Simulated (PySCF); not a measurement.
# The bond of InI, level by level

The task here is to estimate one member of a computed series from the others.

Method: In x2c-TZVPPall, I x2c-TZVPPall, spin-free X2C with a Gaussian nucleus; program: PySCF 2.14.0.

The first run:

A driver script around PySCF takes these settings:

```json
{
 "atoms": "In, I",
 "charge": "0",
 "basis": "In x2c-TZVPPall, I x2c-TZVPPall",
 "Hamiltonian": "spin-free X2C with a Gaussian nucleus",
 "basis functions": "120",
 "electrons treated": "102",
 "masses in u": "114.9039, 126.9045",
 "levels": "PBE0, PBE, r²SCAN, PBEsol, BLYP, PW91, TPSSh, HSE06, HF, MP2, SCS-MP2, CCSD, CCSD(T)",
 "grid": "80 radial by 434 angular points",
 "occupations": "held fixed by the projection of orbital angular momentum",
 "dissociation limit": "In + I, each in its ground configuration",
 "starting distance in angstrom": "2.700",
 "values of 2S to try": "0, 2"
}
```

Command:

```sh
$ OMP_NUM_THREADS=2 python dia.py task.json out
```

Steps of the session up to this table: Set-up; First curve: PBE0; Other states along the same grid; PBE (GGA); r²SCAN; PBEsol; BLYP (GGA); PW91 (GGA); TPSSh; HSE06 (range-separated hybrid); RHF (mean field); Correlated methods on the Hartree–Fock reference.

One table of the session follows, with a row left open; its other results are not shown here.

Energy (eV) from each level's lowest point:

```
R (Å)    RHF  RHF-MP2  RHF-SCS-MP2  RHF-CCSD  RHF-CCSD(T)
2.389  0.961    0.727        0.800       n/a          n/a
2.500  0.446    0.293        0.341     0.346        0.343
2.611      ?        ?            ?         ?            ?
2.695  0.045    0.005        0.018     0.019        0.018
2.778  0.000    0.000        0.000     0.000        0.000
2.861  0.005    0.040        0.029     0.028        0.030
2.973  0.067    0.144        0.120     0.119        0.122
3.111  0.205    0.328        0.288     0.288        0.293
3.278  0.422    0.590        0.536     0.536        0.544
3.500  0.747    0.966        0.897       n/a          n/a
```

**Question.** Estimate the row for R (Å) = 2.611.

Worked estimate for «RHF». A straight line through the neighbours (2.500, 0.446) and (2.695, 0.045) gives 0.446 + (0.045 − 0.446) × (2.611 − 2.500) / (2.695 − 2.500) = 0.218; a parabola fitted to 4 rows on both sides gives 0.146.

As computed: RHF: 0.156; RHF-MP2: 0.072; RHF-SCS-MP2: 0.099; RHF-CCSD: 0.101; RHF-CCSD(T): 0.099. In «RHF» the line misses by +0.062 and the parabola by -0.010.
